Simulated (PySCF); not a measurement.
# B2Cl2H6N2: the cost of one run

Programs: PySCF 2.14.0, with density-fitted response routines of our own. Each step states its level of theory. These are calculated values for one molecule in the gas phase, unless marked as measured. Atoms count from 0, in the outputs and in this text.

**1. Starting geometry**

12 atoms, charge 0, multiplicity 1; geometry from: PBE0-D3(BJ)/def2-SVP.

Bonds of the start (Å): N0–B1 1.49, B1–N2 1.68, B1–B3 1.70, B3–Cl4 1.76, B3–Cl5 1.79, N0–H6 1.01, N0–H7 1.01, B1–H8 1.24, N2–H9 1.02, N2–H10 1.02, N2–H11 1.02.

**2. Core holes by ΔSCF: SCAN, X2C**

What the job is given:

```
{"job": {"kind": "xps"}, "charge": 0, "multiplicity": 1}
N     -0.596667     1.454094    -0.350414
B      0.181701     0.179148    -0.353500
N     -0.947892    -1.064386    -0.292680
B      1.303772    -0.105939     0.893700
Cl     2.499202     1.086041     1.399789
Cl     1.378373    -1.674192     1.756440
H     -0.386089     2.096877     0.404877
H     -0.569574     1.978362    -1.217602
H      0.786397    -0.058662    -1.407238
H     -0.694994    -1.870495    -0.863537
H     -1.821532    -0.659292    -0.633219
H     -1.092716    -1.398079     0.662545
```

Method: delta-SCF UKS SCAN, pcX-2 on the ionised atom, pcseg-1 elsewhere, spin-free X2C.

Started as:

```sh
OMP_NUM_THREADS=1 python probes_run.py task.json out
```

The driver reads the jobs from task.json and runs them one after another.

Q: Estimate the wall time and peak memory of this first job on 1 thread of Arm Neoverse V1, shared host.

About 45 s, with a peak of 0.54 GiB.
